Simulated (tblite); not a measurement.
# C7H15FSi2: the cost of one run

Computed with tblite 0.8.0 (tight binding) and PySCF 2.14.0 (DFT, with response routines of our own); each step states its level. Atoms count from 0 throughout.

### Step 1. The starting structure

25 atoms, charge 0, multiplicity 1; geometry from: MMFF94s geometry. This is the first candidate.

Bonds of the start (Å): C0–C1 1.52, C0–H10 1.10, C0–H11 1.10, C0–H12 1.09, C1–C2 1.56, C1–H13 1.09, C1–H14 1.09, C2–C3 1.53, C2–H15 1.11, C2–Si4 1.94, C3–H16 1.09, C3–H17 1.11, C3–H18 1.09, C5–C6 1.21, C6–Si7 1.87, C8–F9 1.37, C8–H23 1.08, C8–H24 1.08, Si4–C5 1.89, Si4–C8 1.85, Si4–H19 1.49, Si7–H20 1.49, Si7–H21 1.48, Si7–H22 1.49.

### Step 2. GFN2-xTB relaxation, isomer A, conformer 1

What the job is given:

```
{"job": {"xc": "GFN2-xTB", "basis": "xTB", "kind": "relax"}, "charge": 0, "multiplicity": 1}
C     -2.271700     2.003600    -0.160100
C     -1.847900     0.662300    -0.729600
C     -1.383200    -0.358700     0.361600
C     -1.344500    -1.757100    -0.265700
Si     0.286400     0.095000     1.241400
C      1.661200     0.185500    -0.055900
C      2.536400     0.249500    -0.884700
Si     3.888200     0.355700    -2.173700
C      0.677100    -1.146100     2.561600
F     -0.403000    -1.255800     3.401000
H     -3.063000     1.880700     0.597400
H     -2.692000     2.626000    -0.960600
H     -1.450500     2.554800     0.297000
H     -2.695800     0.239400    -1.266700
H     -1.053600     0.823000    -1.459700
H     -2.145100    -0.368800     1.171700
H     -2.318500    -2.034000    -0.670900
H     -1.089400    -2.527000     0.492400
H     -0.605700    -1.823900    -1.058400
H      0.136600     1.447200     1.848200
H      3.415000    -0.244100    -3.450000
H      4.254300     1.769000    -2.427200
H      5.096900    -0.375700    -1.711900
H      1.526400    -0.845600     3.161400
H      0.874300    -2.130500     2.150600
```

Started as:

```sh
$ OMP_NUM_THREADS=1 python ens_run.py task.json out
```

This one command runs the whole study; its stages follow in the order run.

**Question.** How long does this first job take on 1 thread of Arm Neoverse V1, shared host?

About 2.5 s.
